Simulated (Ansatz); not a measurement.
## LaMg6Ni, space group Amm2: a dry run that shows the plan, step by step

Computed with Ansatz 0.2.0, Python API.

Notebook, run cell by cell (the value of a cell's last expression is shown):

**Cell 1**
```python
from dataclasses import replace
import warnings

import ansatz
```

**Cell 2**
```python
warnings.simplefilter("ignore", ansatz.DeckWarning)

cell = (
    ansatz.Lattice.from_parameters(4.93483, 5.86459, 13.1011, alpha=90, beta=90, gamma=90)
    .space_group(38, hermann_mauguin="Amm2")
    .atom("La", (0.5, 0.5, 0.19733))
    .atom("Mg", (0.5, 0.25062, 0.44331))
    .atom("Mg", (0.0, 0.757, 0.07689))
    .atom("Mg", (0.0, 0.0, 0.28431))
    .atom("Mg", (0.0, 0.5, 0.35909))
    .atom("Ni", (0.5, 0.0, 0.11886))
    .primitive()
    .moments(Ni=1.5)
)
```

**Cell 3**
```python
setup = cell.calculation()
setup = setup.kpoints(density=3.4).occupations("Fermi-Dirac", width=0.15)
setup = setup.accuracy("low")
setup = setup.spin("collinear")
setup = setup.pseudopotentials("nc")
setup = setup.functional("rpbe")
setup = setup.scf(tolerance=1e-07)
for repeats in [(1, 1, 1), (2, 1, 1), (2, 2, 1), (2, 2, 2)]:
    told = replace(setup, crystal=cell.supercell(*repeats)).session().plan(dry_run=True).describe()
    print(repeats, "bands", told.n_bands, "plane waves", tuple(told.n_pw_range), "k-points", len(told.kweights), "grid", tuple(told.fft_dense), "operations", told.n_sym_ops)
```
Output:
```text
(1, 1, 1) bands 56 plane waves (24892, 24965) k-points 21 grid (60, 90, 90) operations 4
(2, 1, 1) bands 112 plane waves (49792, 49953) k-points 14 grid (120, 90, 90) operations 8
(2, 2, 1) bands 223 plane waves (99586, 99747) k-points 12 grid (120, 180, 90) operations 8
(2, 2, 2) bands 446 plane waves (199332, 199436) k-points 6 grid (120, 180, 180) operations 32
```

The structure comes from a database and needn't be a stable phase.
